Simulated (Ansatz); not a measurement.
# AsGaH₅N: a ladder of functionals and wavefunction methods

An exercise on one series of results from a longer session: the logs are not shown, and one member is left open.

Program: Ansatz 0.2.0, Gaussian basis. Level of theory: functionals in def2-TZVPP, the program's frozen cores in correlated methods. These are calculated values, not measurements.

Plan: LDA (SPW92), PBE-D4, revPBE-D4, BLYP-D4, r2SCAN-D4, B97M-V, PBE0-D4, B3LYP-D4, r2SCANh-D4, r2SCAN0-D4, HSE06-D4, BHLYP-D4, CAM-B3LYP-D4, LC-ωPBE, ωB97X-V, ωB97M-V, B2PLYP, PBE-QIDH; CCSD(T)/def2-SVP; CCSD(T)/def2-TZVPP; MP2/def2-QZVPP; extrapolation to the limit; RPA on PBE.

## The relaxed structure

All runs share one geometry, relaxed beforehand with PBE0-D4 in a triple-zeta def2 set.

SMILES `N[AsH][GaH2]`, 8 atoms, charge 0, spin multiplicity 1.

Atoms are counted from 1 here; the program's logs count them from 0.

Bond lengths: N1–As2 1.870 Å, N1–H4 1.011 Å, N1–H5 1.011 Å, As2–Ga3 2.416 Å, As2–H6 1.530 Å, Ga3–H7 1.576 Å, Ga3–H8 1.571 Å. Angles: As2–N1–H4 114.2°, As2–N1–H5 109.0°, H4–N1–H5 108.1°, N1–As2–Ga3 101.8°, N1–As2–H6 97.5°, Ga3–As2–H6 90.0°, As2–Ga3–H7 118.7°, As2–Ga3–H8 120.3°, H7–Ga3–H8 121.0°.

Set-up of the first run:

The input, in.yaml:

```yaml
crystal:
  periodic: [false, false, false]
  atoms:
    - {symbol: N, position_ang: [-0.403315, 1.508045, -0.762341]}
    - {symbol: As, position_ang: [-1.237525, 0.095686, 0.135621]}
    - {symbol: Ga, position_ang: [0.608429, -1.420875, 0.495852]}
    - {symbol: H, position_ang: [0.579343, 1.357923, -0.947372]}
    - {symbol: H, position_ang: [-0.870204, 1.657014, -1.646894]}
    - {symbol: H, position_ang: [-1.070201, 0.637589, 1.556719]}
    - {symbol: H, position_ang: [1.881879, -1.294909, -0.424528]}
    - {symbol: H, position_ang: [0.511594, -2.540473, 1.592954]}
basis:
  gaussian: {orbitals: def2-TZVPP}
hamiltonian: {xc: lda}
output: {orbitals: {seedname: orbitals}}
```

Launch:

```sh
$ ansatz run in.yaml --threads 4 --pin off --events-out ev --progress --plain --max-ram 10444MiB
```

Among the steps run: LDA; PBE-D4 (GGA); revPBE-D4 (GGA); BLYP-D4 (GGA); r2SCAN-D4 (meta-GGA); B97M-V (meta-GGA); B3LYP-D4 (hybrid); r2SCANh-D4 (hybrid); r2SCAN0-D4 (hybrid); HSE06-D4 (hybrid); BHLYP-D4 (hybrid); CAM-B3LYP-D4 (range-separated); LC-ωPBE (range-separated); ωB97X-V (range-separated); ωB97M-V (range-separated); B2PLYP (double hybrid); PBE-QIDH (double hybrid).

One of the session's tables, all rows but one given; the rest of the session is left out.

It belongs to the step «Frontier levels by functional». 

| functional | HOMO (eV) | LUMO (eV) | gap (eV) |
| --- | --- | --- | --- |
| LDA (SPW92) | -5.88 | -2.84 | 3.05 |
| PBE-D4 | -5.76 | -2.58 | 3.17 |
| revPBE-D4 | -5.71 | -2.47 | 3.24 |
| BLYP-D4 | -5.62 | -2.52 | 3.10 |
| r2SCAN-D4 | -6.03 | -2.36 | 3.67 |
| B97M-V | -6.10 | -2.55 | 3.54 |
| PBE0-D4 | -6.84 | -1.83 | 5.01 |
| B3LYP-D4 | -6.64 | -2.08 | 4.56 |
| r2SCANh-D4 | -6.43 | -2.09 | 4.34 |
| r2SCAN0-D4 | -7.00 | -1.70 | 5.30 |
| HSE06-D4 | -6.45 | -2.19 | 4.26 |
| BHLYP-D4 | ? | ? | ? |
| CAM-B3LYP-D4 | -8.05 | -0.94 | 7.10 |
| LC-ωPBE | -9.32 | 0.20 | 9.52 |
| ωB97X-V | -9.00 | 0.06 | 9.06 |
| ωB97M-V | -8.85 | -0.14 | 8.72 |

Q: Estimate the row for BHLYP-D4 from the others.

Worked estimate for «HOMO (eV)». Against the share of exact exchange, BLYP-D4 (0, -5.62), B3LYP-D4 (0.2, -6.64) give a slope of -5.10 per unit share; at 0.5 the line stands at -8.17.

As computed: HOMO (eV): -7.71; LUMO (eV): -1.09; gap (eV): 6.62. In «HOMO (eV)» the line misses by -0.46.
